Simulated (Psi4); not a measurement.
# U-r2SCAN/def2-SVPD run of BGeH4 (SMILES [BH2][GeH2])

What is the vertical ionisation energy of BGeH4 at U-r2SCAN/def2-SVPD? 

Program for the calculation: Psi4 1.11.

2 further runs of the same task are left out: 2 set aside as unsound or not needed.

## Step 1: The molecule

BGeH4: 6 atoms, total charge 0, spin state doublet. SMILES: `[BH2][GeH2]`. The shape comes from GFN2-xTB, which is rough for such elements, and wasn't checked as a minimum.

Bond lengths: B1–Ge2 1.922 Å, B1–H3 1.170 Å, B1–H4 1.169 Å, Ge2–H5 1.528 Å, Ge2–H6 1.528 Å. Angles: B1–Ge2–H5 129.8°, B1–Ge2–H6 129.7°, Ge2–B1–H3 119.3°, Ge2–B1–H4 119.1°, H5–Ge2–H6 100.4°, H3–B1–H4 121.6°.

## Step 2: Energy and gradient at U-r2SCAN/def2-SVPD

The input, calc.dat:

```
memory 1600 MB

molecule {
  0 2
  B     -0.012800    -1.089570     0.124830
  Ge     0.012730     0.820130    -0.090400
  H     -0.774610    -1.570630     0.870550
  H      0.740510    -1.741390    -0.487720
  H      0.891660     1.692480    -0.985930
  H     -0.857490     1.888970     0.568670
  units angstrom
  symmetry c1
  no_reorient
  no_com
}

set reference uks
set puream true
set e_convergence 1e-09
set d_convergence 1e-08
set scf_type pk
set dft_radial_points 99
set dft_spherical_points 590
set maxiter 200

E, wfn = gradient("r2scan/def2-SVPD", return_wfn=True)
```

Started as:

```
$ psi4 -i calc.dat -o calc.out -n 1
```

calc.out:

```text
[...]
  Running in c1 symmetry.
[...]
  Nuclear repulsion =   86.055500737404259
[...]
  Multiplicity = 2
[...]
  Nalpha       = 21
  Nbeta        = 20
[...]
    Number of basis functions: 90
[...]
   @UKS iter   1: -2102.43258508717417   -1.89192e+00   2.71925e-02 ADIIS/DIIS
[...]
   @UKS iter  13: -2103.87543432344501   -9.09495e-12   8.55884e-09 DIIS
[...]
   @S^2 Observed:                7.554971075E-01
[...]
    Orbital Energies [Eh]
    ---------------------
    Alpha Occupied:
       1A   -398.121758     2A    -49.587477     3A    -44.091518
       4A    -44.088514     5A    -44.087568     6A     -6.649090
       7A     -6.167279     8A     -4.326513     9A     -4.318547
      10A     -4.315852    11A     -1.136787    12A     -1.133776
      13A     -1.132552    14A     -1.129278    15A     -1.127836
      16A     -0.552124    17A     -0.452211    18A     -0.345338
      19A     -0.302955    20A     -0.301322    21A     -0.217430
    Alpha Virtual:
      22A     -0.076647    23A      0.002421    24A      0.031237
      25A      0.032523    26A      0.062080    27A      0.093150
[...]
  @UKS Final Energy: -2103.87543432344501
   => Energetics <=
    Nuclear Repulsion Energy =             86.0555007374042589
    One-Electron Energy =               -3100.5175382610141241
    Two-Electron Energy =                 995.1180486226484163
    DFT Exchange-Correlation Energy =     -84.5314454224835288
    Empirical Dispersion Energy =           0.0000000000000000
    VV10 Nonlocal Energy =                  0.0000000000000000
    Total Energy =                      -2103.8754343234450062
[...]
 Multipole Moments:
 ------------------------------------------------------------------------------------
     Multipole            Electronic (a.u.)      Nuclear  (a.u.)        Total (a.u.)
 ------------------------------------------------------------------------------------
 L = 1.  Multiply by 2.5417464519 to convert [e a0] to [Debye]
 Dipole X            :         -0.6439244            0.6489886            0.0050642
 Dipole Y            :        -39.4882461           39.8084792            0.3202331
 Dipole Z            :          4.3164114           -4.3521904           -0.0357791
 Magnitude           :                                                    0.3222655
[...]
  -Total Gradient:
     Atom            X                  Y                   Z
    ------   -----------------  -----------------  -----------------
       1       -0.000183286118     0.002433967079    -0.000455073627
       2       -0.000062608435    -0.024328307081     0.003039367779
       3        0.010835177141     0.006523651755    -0.010366385782
       4       -0.010589013342     0.009062208395     0.008747061846
       5       -0.005351224523     0.003818503548     0.004301898308
       6        0.005350795858     0.002444581468    -0.005260316527
[...]
```

Wall time 39 s (1 thread of Intel Xeon 6975P-C (Granite Rapids), shared host); peak memory 1 GiB.

## Step 3: The singlet cation at the same level

The input, bgeh4.xyz:

```xyz
6
BGeH4
B     -0.012800    -1.089570     0.124830
Ge     0.012730     0.820130    -0.090400
H     -0.774610    -1.570630     0.870550
H      0.740510    -1.741390    -0.487720
H      0.891660     1.692480    -0.985930
H     -0.857490     1.888970     0.568670
```

The input, job.py:

```python
import psi4

psi4.set_memory(1600000000)
psi4.set_num_threads(1)
psi4.core.set_output_file('bgeh4.out', False)

with open('bgeh4.xyz') as f:
    atoms = ''.join(f.readlines()[2:])
molecule = psi4.geometry('1 1\n' + atoms + 'symmetry c1\nno_reorient\nno_com')

psi4.set_options({
    'puream': True,
    'e_convergence': 1e-09,
    'd_convergence': 1e-08,
    'scf_type': 'pk',
    'dft_radial_points': 99,
    'dft_spherical_points': 590,
})

E, wfn = psi4.gradient('r2scan/def2-SVPD', molecule=molecule, return_wfn=True)
print('gradient / Eh bohr^-1')
print(E.np.round(6))
print(f'energy = {wfn.energy():.10f} Eh')
for k, v in sorted(psi4.core.scalar_variables().items()):
    print(f'{k:45s} {v:18.10f}')
```

Started as:

```
$ python job.py
```

bgeh4.out:

```text
[...]
  Running in c1 symmetry.
[...]
  Nuclear repulsion =   86.055500737404259
[...]
  Multiplicity = 1
[...]
  Nalpha       = 20
  Nbeta        = 20
[...]
    Number of basis functions: 90
[...]
   @RKS iter   1: -2102.33227682423467   -1.79161e+00   2.63673e-02 ADIIS/DIIS
[...]
   @RKS iter  11: -2103.55260580797449   -1.36424e-12   4.88348e-09 DIIS
[...]
    Orbital Energies [Eh]
    ---------------------
    Doubly Occupied:
       1A   -398.407313     2A    -49.872648     3A    -44.377945
       4A    -44.372514     5A    -44.371898     6A     -6.902729
       7A     -6.451919     8A     -4.617889     9A     -4.598956
      10A     -4.597695    11A     -1.425115    12A     -1.419228
      13A     -1.419182    14A     -1.408023    15A     -1.406827
      16A     -0.797445    17A     -0.678816    18A     -0.577114
      19A     -0.543608    20A     -0.531176
[...]
  @RKS Final Energy: -2103.55260580797449
   => Energetics <=
    Nuclear Repulsion Energy =             86.0555007374042589
    One-Electron Energy =               -3089.3545471347629245
    Two-Electron Energy =                 984.0362937888289707
    DFT Exchange-Correlation Energy =     -84.2898531994445506
    Empirical Dispersion Energy =           0.0000000000000000
    VV10 Nonlocal Energy =                  0.0000000000000000
    Total Energy =                      -2103.5526058079744871
[...]
 Multipole Moments:
 ------------------------------------------------------------------------------------
     Multipole            Electronic (a.u.)      Nuclear  (a.u.)        Total (a.u.)
 ------------------------------------------------------------------------------------
 L = 1.  Multiply by 2.5417464519 to convert [e a0] to [Debye]
 Dipole X            :         -0.6337367            0.6489886            0.0152519
 Dipole Y            :        -39.0704730           39.8084792            0.7380063
 Dipole Z            :          4.2744207           -4.3521904           -0.0777697
 Magnitude           :                                                    0.7422493
[...]
  -Total Gradient:
     Atom            X                  Y                   Z
    ------   -----------------  -----------------  -----------------
       1        0.000099198960     0.052558689797    -0.006520063900
       2       -0.000269757206    -0.075934084534     0.009382715935
       3        0.008957085608     0.004326683071    -0.008365060062
       4       -0.008569570429     0.006456882109     0.007501242111
       5       -0.005575773881     0.007036688908     0.003766688126
       6        0.005354201841     0.005666739053    -0.005784045939
[...]
```

Standard output:

```text
gradient / Eh bohr^-1
[[ 9.9000e-05  5.2559e-02 -6.5200e-03]
 [-2.7000e-04 -7.5934e-02  9.3830e-03]
 [ 8.9570e-03  4.3270e-03 -8.3650e-03]
 [-8.5700e-03  6.4570e-03  7.5010e-03]
 [-5.5760e-03  7.0370e-03  3.7670e-03]
 [ 5.3540e-03  5.6670e-03 -5.7840e-03]]
energy = -2103.5526058080 Eh
CURRENT ENERGY                                  -2103.5526058080
CURRENT REFERENCE ENERGY                        -2103.5526058080
DD SOLVATION ENERGY                                 0.0000000000
DFT FUNCTIONAL TOTAL ENERGY                     -2103.5526058080
DFT TOTAL ENERGY                                -2103.5526058080
DFT VV10 ENERGY                                     0.0000000000
DFT XC ENERGY                                     -84.2898531994
GRID ELECTRONS ALPHA                               20.0000000121
GRID ELECTRONS BETA                                20.0000000121
GRID ELECTRONS TOTAL                               40.0000000242
NUCLEAR REPULSION ENERGY                           86.0555007374
ONE-ELECTRON ENERGY                             -3089.3545471348
PCM POLARIZATION ENERGY                             0.0000000000
PE ENERGY                                           0.0000000000
SCF ITERATION ENERGY                            -2103.5526058080
SCF ITERATIONS                                     11.0000000000
SCF TOTAL ENERGY                                -2103.5526058080
TWO-ELECTRON ENERGY                               984.0362937888
XC GRID RADIAL POINTS                              99.0000000000
XC GRID SPHERICAL POINTS                          590.0000000000
XC GRID TOTAL POINTS                           336280.0000000000
```

Wall time 24 s (1 thread of Intel Xeon 6975P-C (Granite Rapids), shared host); peak memory 0.99 GiB.

## Step 4: Results

At U-r2SCAN/def2-SVPD:

| quantity | value |
| --- | --- |
| doublet BGeH4: total energy | -2103.87543 Eh |
| doublet BGeH4: dipole moment | 0.82 D |
| doublet BGeH4: HOMO energy (highest over α and β) | -5.92 eV |
| doublet BGeH4: LUMO energy (lowest over α and β) | -4.02 eV |
| doublet BGeH4: ⟨S²⟩ | 0.755 |
| doublet BGeH4: largest force on an atom | 1.261 eV/Å |
| singlet cation: total energy | -2103.55261 Eh |
| singlet cation: HOMO energy | -14.45 eV |
| singlet cation: LUMO energy | -11.51 eV |
| singlet cation: HOMO–LUMO gap | 2.95 eV |
| singlet cation: largest force on an atom | 3.934 eV/Å |
| vertical ionisation energy (to the singlet cation) | 8.785 eV |

Removing an electron at fixed nuclei costs 8.78 eV (203 kcal/mol). The largest force (doublet BGeH4) is 1.26 eV/Å: the shape isn't a stationary point for this species at this level. Only the singlet of the ionised species was computed; a triplet could lie lower.
